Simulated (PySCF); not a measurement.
**SnS with other numerical set-ups**

Aim: see how much the energy and properties of SnS depend on the numerical set-up.

Program: PySCF 2.14.0. Level of theory: each script names its method and basis. These are calculated values, not measurements.

3 further runs of the same task are left out: 2 for a known fault of the program, 1 that didn't finish.

## (1) Where the work starts

SnS: 2 atoms, charge 0, spin multiplicity 1.

Bond lengths: Sn1–S2 2.335 Å.

## (2) Base script

input.py reads:

```python
from pyscf import gto, scf, mp

mol = gto.M(
    atom='Sn 0 0 0; S 0 0 2.335',
    basis='crenbl',
    ecp={'Sn': 'crenbl', 'S': 'crenbl'},
    charge=0,
    spin=0,
    symmetry=True,
    verbose=4,
)
mf = scf.RHF(mol)
mf.kernel()
mp.MP2(mf).kernel()
mf.dip_moment()
print('orbital energies (hartree):', mf.mo_energy[..., max(0, mol.nelec[1]-3):mol.nelec[0]+3].round(4))
```

Started as:

```console
> python input.py
```

Its log is not repeated here.

In short: E(SCF) = -77.997000 Eh, 10 cycles, E(MP2) − E(SCF) = -0.29382 Eh, μ = 5.23 D (of the SCF density).

The bond length is a typed value, not an optimised one.

## (3) Cartesian functions on

Edit 1 changes Cartesian functions: off → on.

input.py reads:

```python
from pyscf import gto, scf, mp

mol = gto.M(
    atom='Sn 0 0 0; S 0 0 2.335',
    basis='crenbl',
    ecp={'Sn': 'crenbl', 'S': 'crenbl'},
    charge=0,
    spin=0,
    symmetry=True,
    cart=True,
    verbose=4,
)
mf = scf.RHF(mol)
mf.kernel()
mp.MP2(mf).kernel()
mf.dip_moment()
print('orbital energies (hartree):', mf.mo_energy[..., max(0, mol.nelec[1]-3):mol.nelec[0]+3].round(4))
```

Started as:

```console
> python input.py
```

## (4) Lanl2dz

Edit 2 changes basis set: crenbl → lanl2dz. The core potential changes with it: totals don't compare.

Changes to input.py since step 2:

```diff
@@ -4,4 +4,4 @@
     atom='Sn 0 0 0; S 0 0 2.335',
-    basis='crenbl',
-    ecp={'Sn': 'crenbl', 'S': 'crenbl'},
+    basis='lanl2dz',
+    ecp={'Sn': 'lanl2dz', 'S': 'lanl2dz'},
     charge=0,
```

## (5) Core potential off

Edit 3 changes core potential: on → off. The core potential changes with it: totals don't compare.

Changes to input.py since step 2:

```diff
@@ -5,3 +5,2 @@
     basis='crenbl',
-    ecp={'Sn': 'crenbl', 'S': 'crenbl'},
     charge=0,
```

What does the calculation give? Wanted: for each run, E(SCF); from base; gap; SCF dipole; after the SCF.

As calculated:

```csv
run,E(SCF) (hartree),from base (eV),cycles,gap (eV),SCF dipole (D),functions,after the SCF
base,-77.997000,0,10,8.99,5.23,48,MP2 correlation -7.995 eV
Cartesian functions on,-78.002928,-0.1613,10,8.98,5.19,52,MP2 correlation -8.140 eV
lanl2dz,-13.166361,not comparable,9,8.83,5.60,16,MP2 correlation -2.536 eV
core potential off (poor choice),-1561.706427,not comparable,13,6.17,14.40,48,MP2 correlation -3.239 eV
```

In words: Rows marked «poor choice» come from settings spoiled on purpose.
